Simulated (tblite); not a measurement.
# C5H8F2GeSi: the cost of one run

Programs: tblite 0.8.0 and PySCF 2.14.0, with density-fitted response routines of our own. Each step states its level of theory. These are calculated values for one molecule in the gas phase, unless marked as measured. Atoms count from 0, in the outputs and in this text.

### Step 1. Starting geometry

17 atoms, charge 0, multiplicity 1; geometry from: force field or distance geometry start.

Bonds of the start (Å): C0–C1 1.23, C1–Ge2 1.86, Ge2–C3 1.95, C3–Si4 1.87, Si4–C5 1.87, C5–F6 1.38, C5–C7 1.53, C7–F8 1.39, C7–Ge2 1.95, C0–H9 1.05, Ge2–H10 1.55, C3–H11 1.12, C3–H12 1.09, Si4–H13 1.45, Si4–H14 1.46, C5–H15 1.09, C7–H16 1.09.

### Step 2. Optimising the geometry with GFN2-xTB

What the job is given:

```
{"job": {"kind": "relax", "xc": "GFN2-xTB", "basis": "xTB"}, "charge": 0, "multiplicity": 1}
C      3.449800    -0.821000     0.421400
C      2.422800    -0.258600     0.037000
Ge     0.873300     0.602800    -0.536500
C     -0.179600     1.326900     0.936100
Si    -1.844200     0.593300     0.506200
C     -1.258600    -1.103800    -0.027700
F     -0.386900    -1.570400     0.929400
C     -0.371100    -0.729100    -1.218800
F     -1.181100    -0.177900    -2.205700
H      4.316400    -1.306200     0.755800
H      1.151300     1.704400    -1.593400
H      0.158500     0.815200     1.871500
H     -0.166000     2.411800     1.005600
H     -2.769100     0.556400     1.618800
H     -2.344900     1.338900    -0.649300
H     -2.076000    -1.787900    -0.267200
H      0.198400    -1.582800    -1.593300
```

Command:

```sh
$ OMP_NUM_THREADS=1 python probes_run.py task.json out
```

One launch serves the whole session: the jobs run in the order shown.

Q: Estimate the wall time and peak memory of this first job on 1 thread of Arm Neoverse N1, shared host.

About 1.7 s, with a peak of 0.18 GiB.
